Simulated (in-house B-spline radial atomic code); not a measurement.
**Ir²⁺: excited configurations in jj coupling**

Wanted: excitation energies of Ir²⁺ as differences of total energies (ΔSCF).

The numbers are computed with in-house B-spline radial atomic code version 1 (Dirac-Hartree-Fock, average of configuration, Fermi nucleus, basis-set limit), except any that are marked as measured or tabulated.

### 1 What is computed

```
element       : iridium (Z = 77)
charge        : +2
electrons     : 75
configuration : 1s2 2s2 2p6 3s2 3p6 3d10 4s2 4p6 4d10 4f14 5s2 5p6 5d-4 5d+3
Hamiltonian   : Dirac-Coulomb
nucleus       : Fermi, rms radius 5.403 fm
```

In configurations, a minus sign after the shell means j = l − 1/2 and a plus sign j = l + 1/2; the count of electrons follows.

Settings, as recorded:

```ini
Z = 77
electrons = 75.0
configuration = 1s2 2s2 2p6 3s2 3p6 3d10 4s2 4p6 4d10 4f14 5s2 5p6 5d-4 5d+3
hamiltonian = dirac
method = hf
spin_polarised = False
nucleus = fermi
rms_radius = 5.4032
mass_number = 193
atomic_mass = 192.962923753
speed_of_light = 137.035999084
```

From the earlier run of the reference: total energy -17845.953693 hartree. Levels, eight at most:

| orbital | occupation | energy (eV) | <r> (bohr) |
| --- | --- | --- | --- |
| 4d5/2 | 6 | -339.65 | 0.4827 |
| 5s1/2 | 2 | -132.72 | 0.9945 |
| 4f5/2 | 6 | -101.65 | 0.5278 |
| 4f7/2 | 8 | -98.150 | 0.5335 |
| 5p1/2 | 2 | -96.280 | 1.082 |
| 5p3/2 | 4 | -79.922 | 1.169 |
| 5d3/2 | 4 | -30.872 | 1.576 |
| 5d5/2 | 3 | -29.125 | 1.637 |

### 2 1s2 2s2 2p6 3s2 3p6 3d10 4s2 4p6 4d10 4f14 5s2 5p-2 5p+3 5d-4 5d+3 6s1

Settings, as recorded:

```ini
Z = 77
electrons = 75.0
configuration = 1s2 2s2 2p6 3s2 3p6 3d10 4s2 4p6 4d10 4f14 5s2 5p-2 5p+3 5d-4 5d+3 6s1
hamiltonian = dirac
method = hf
spin_polarised = False
nucleus = fermi
rms_radius = 5.4032
mass_number = 193
atomic_mass = 192.962923753
speed_of_light = 137.035999084
```

### 3 1s2 2s2 2p6 3s2 3p6 3d10 4s2 4p6 4d10 4f14 5s2 5p-1 5p+4 5d-1 5d+6 6d-1

Settings, as recorded:

```ini
Z = 77
electrons = 75.0
configuration = 1s2 2s2 2p6 3s2 3p6 3d10 4s2 4p6 4d10 4f14 5s2 5p-1 5p+4 5d-1 5d+6 6d-1
hamiltonian = dirac
method = hf
spin_polarised = False
nucleus = fermi
rms_radius = 5.4032
mass_number = 193
atomic_mass = 192.962923753
speed_of_light = 137.035999084
```

### 4 Configuration 1s2 2s2 2p6 3s2 3p6 3d10 4s2 4p6 4d10 4f-5 4f+8 5s2 5p6 5d-2 5d+5 7p+1

Settings, as recorded:

```ini
Z = 77
electrons = 75.0
configuration = 1s2 2s2 2p6 3s2 3p6 3d10 4s2 4p6 4d10 4f-5 4f+8 5s2 5p6 5d-2 5d+5 7p+1
hamiltonian = dirac
method = hf
spin_polarised = False
nucleus = fermi
rms_radius = 5.4032
mass_number = 193
atomic_mass = 192.962923753
speed_of_light = 137.035999084
```

### 5 Configuration 1s2 2s2 2p6 3s2 3p6 3d10 4s2 4p6 4d10 4f14 5s2 5p6 5d-2 5d+5

Settings, as recorded:

```ini
Z = 77
electrons = 75.0
configuration = 1s2 2s2 2p6 3s2 3p6 3d10 4s2 4p6 4d10 4f14 5s2 5p6 5d-2 5d+5
hamiltonian = dirac
method = hf
spin_polarised = False
nucleus = fermi
rms_radius = 5.4032
mass_number = 193
atomic_mass = 192.962923753
speed_of_light = 137.035999084
```

**Question.** How far above the reference does each configuration lie (order and size, in eV)?

As calculated:

| net move | configuration | energy above the reference (eV) | with Breit, QED, recoil (eV) | largest <r> (bohr) |
| --- | --- | --- | --- | --- |
| 2×5d3/2 → 2×5d5/2 | 1s2 2s2 2p6 3s2 3p6 3d10 4s2 4p6 4d10 4f14 5s2 5p6 5d-2 5d+5 | 2.447 | 2.410 | 1.63 |
| 5p3/2 → 6s | 1s2 2s2 2p6 3s2 3p6 3d10 4s2 4p6 4d10 4f14 5s2 5p-2 5p+3 5d-4 5d+3 6s1 | 52.045 | 51.991 | 2.57 |
| 3×5d3/2, 5p1/2 → 3×5d5/2, 6d3/2 | 1s2 2s2 2p6 3s2 3p6 3d10 4s2 4p6 4d10 4f14 5s2 5p-1 5p+4 5d-1 5d+6 6d-1 | 82.606 | 82.284 | 4.87 |
| 4f5/2, 2×5d3/2 → 2×5d5/2, 7p3/2 | 1s2 2s2 2p6 3s2 3p6 3d10 4s2 4p6 4d10 4f-5 4f+8 5s2 5p6 5d-2 5d+5 7p+1 | 84.900 | 85.049 | 6.59 |

The lowest of them is 2×5d3/2 → 2×5d5/2 at 2.447 eV and the highest 4f5/2, 2×5d3/2 → 2×5d5/2, 7p3/2 at 84.900 eV. 3 of them lie more than 2 % above the ionisation threshold that Koopmans' theorem gives (29.125 eV), where such states can decay by emitting an electron. Two partly filled shells share a symmetry and can mix in the average, which may lower the energy, for: 3×5d3/2, 5p1/2 → 3×5d5/2, 6d3/2. These are averages over configurations, without correlation, not spectroscopic levels.
